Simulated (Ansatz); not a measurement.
# C₂H₈InNO: vertical ionisation energy

The task here is to estimate one member of a computed series from the others.

The runs use Ansatz 0.2.0, Gaussian basis; unrestricted cation, the program's frozen cores in correlated methods.

Levels to be run: UKS PBE-D4/def2-TZVPP; UKS r2SCAN-D4/def2-TZVPP; UKS PBE0-D4/def2-TZVPP; UKS B3LYP-D4/def2-TZVPP; UKS wB97X-V/def2-TZVPP; UKS wB97M-V/def2-TZVPP; UKS B2PLYP/def2-TZVPP; UHF-CCSD(T)/def2-TZVPP; UHF-MP2/def2-QZVPP; extrapolation to the limit; then −ε(HOMO) from the neutral's earlier runs with LDA (SPW92), PBE-D4, revPBE-D4, BLYP-D4, r2SCAN-D4, B97M-V, PBE0-D4, B3LYP-D4, r2SCANh-D4, r2SCAN0-D4, HSE06-D4, BHLYP-D4, CAM-B3LYP-D4, LC-ωPBE, ωB97X-V, ωB97M-V.

### Structure used throughout

The geometry comes from an earlier relaxation with PBE0-D4 in a triple-zeta def2 set; it is a stationary point, not always the lowest conformer. In takes the def2 core potential; no spin-orbit term is included.

SMILES `C[N](C)[InH][OH]`, 13 atoms, charge 0, spin multiplicity 1.

Atoms are counted from 1 here; the program's logs count them from 0.

Bond lengths: C1–N2 1.440 Å, C1–H6 1.101 Å, C1–H7 1.101 Å, C1–H8 1.092 Å, N2–C3 1.437 Å, N2–In4 1.999 Å, C3–H9 1.102 Å, C3–H10 1.102 Å, C3–H11 1.093 Å, In4–O5 1.992 Å, In4–H12 1.698 Å, O5–H13 0.959 Å. Angles: N2–C1–H6 111.5°, N2–C1–H7 111.5°, N2–C1–H8 110.8°, H6–C1–H7 107.0°, H6–C1–H8 107.9°, H7–C1–H8 107.9°, C1–N2–C3 113.4°, C1–N2–In4 121.7°, C3–N2–In4 124.9°, N2–C3–H9 111.8°, N2–C3–H10 111.8°, N2–C3–H11 111.3°, H9–C3–H10 106.8°, H9–C3–H11 107.4°, H10–C3–H11 107.4°, N2–In4–O5 106.0°, N2–In4–H12 129.1°, O5–In4–H12 125.0° and more.

Geometry (Å):

```xyz
13
charge 0, multiplicity 1
C    -0.3140    0.2835    1.3701
N     0.1968   -0.2491    0.1336
C     1.0936   -1.3562    0.3178
In   -0.3263    0.5188   -1.6364
O    -1.5793    2.0145   -1.2365
H    -0.8691   -0.4785    1.9393
H     0.4983    0.6426    2.0213
H    -0.9891    1.1206    1.1828
H     0.6056   -2.1954    0.8385
H     1.9718   -1.0751    0.9204
H     1.4609   -1.7341   -0.6399
H     0.1557    0.0430   -3.1934
H    -1.9050    2.4652   -2.0176
```

The first run:

Input file in.yaml:

```yaml
crystal:
  periodic: [false, false, false]
  atoms:
    - {symbol: C, position_ang: [-0.313999, 0.283520, 1.370144]}
    - {symbol: N, position_ang: [0.196765, -0.249108, 0.133643]}
    - {symbol: C, position_ang: [1.093629, -1.356228, 0.317789]}
    - {symbol: In, position_ang: [-0.326269, 0.518776, -1.636412]}
    - {symbol: O, position_ang: [-1.579291, 2.014540, -1.236486]}
    - {symbol: H, position_ang: [-0.869120, -0.478453, 1.939338]}
    - {symbol: H, position_ang: [0.498252, 0.642648, 2.021270]}
    - {symbol: H, position_ang: [-0.989086, 1.120609, 1.182753]}
    - {symbol: H, position_ang: [0.605591, -2.195362, 0.838474]}
    - {symbol: H, position_ang: [1.971832, -1.075055, 0.920394]}
    - {symbol: H, position_ang: [1.460911, -1.734095, -0.639948]}
    - {symbol: H, position_ang: [0.155749, 0.043042, -3.193362]}
    - {symbol: H, position_ang: [-1.904974, 2.465157, -2.017597]}
basis:
  gaussian: {orbitals: def2-TZVPP}
total_charge: 1
magnetization: {spin_polarized: true, initial_magnetization: 1}
hamiltonian: {xc: pbe, dispersion: d4}
```

Started as:

```
ansatz run in.yaml --threads 2 --pin off --events-out ev --progress --plain --max-ram 31744MiB --backend cuda --devices 0, --max-vram 18GiB
```

Among the steps run: Cation, UKS PBE-D4/def2-TZVPP; Cation, UKS r2SCAN-D4/def2-TZVPP; Cation, UKS PBE0-D4/def2-TZVPP; Cation, UKS B3LYP-D4/def2-TZVPP; Cation, UKS wB97X-V/def2-TZVPP; Cation, UKS wB97M-V/def2-TZVPP; Cation, UKS B2PLYP (frozen core)/def2-TZVPP; Cation, UHF-CCSD(T)/def2-TZVPP; Cation, UHF-MP2/def2-QZVPP.

One of the session's tables, all rows but one given; the rest of the session is left out.

For comparison, −ε(HOMO) of the neutral from earlier runs:

```
  functional  −ε(HOMO) (eV)
 LDA (SPW92)           4.92
      PBE-D4           4.77
   revPBE-D4           4.70
     BLYP-D4           4.68
   r2SCAN-D4           4.96
      B97M-V           5.09
     PBE0-D4           5.96
    B3LYP-D4           5.79
  r2SCANh-D4           5.41
  r2SCAN0-D4           6.11
    HSE06-D4           5.56
    BHLYP-D4           7.13
CAM-B3LYP-D4              ?
     LC-ωPBE           8.60
     ωB97X-V           8.29
     ωB97M-V           8.23
```

**Question.** Estimate the row for CAM-B3LYP-D4.

The run gave: −ε(HOMO) (eV): 7.32. In the column «−ε(HOMO) (eV)» it lies between BHLYP-D4 (7.13) and ωB97M-V (8.23).
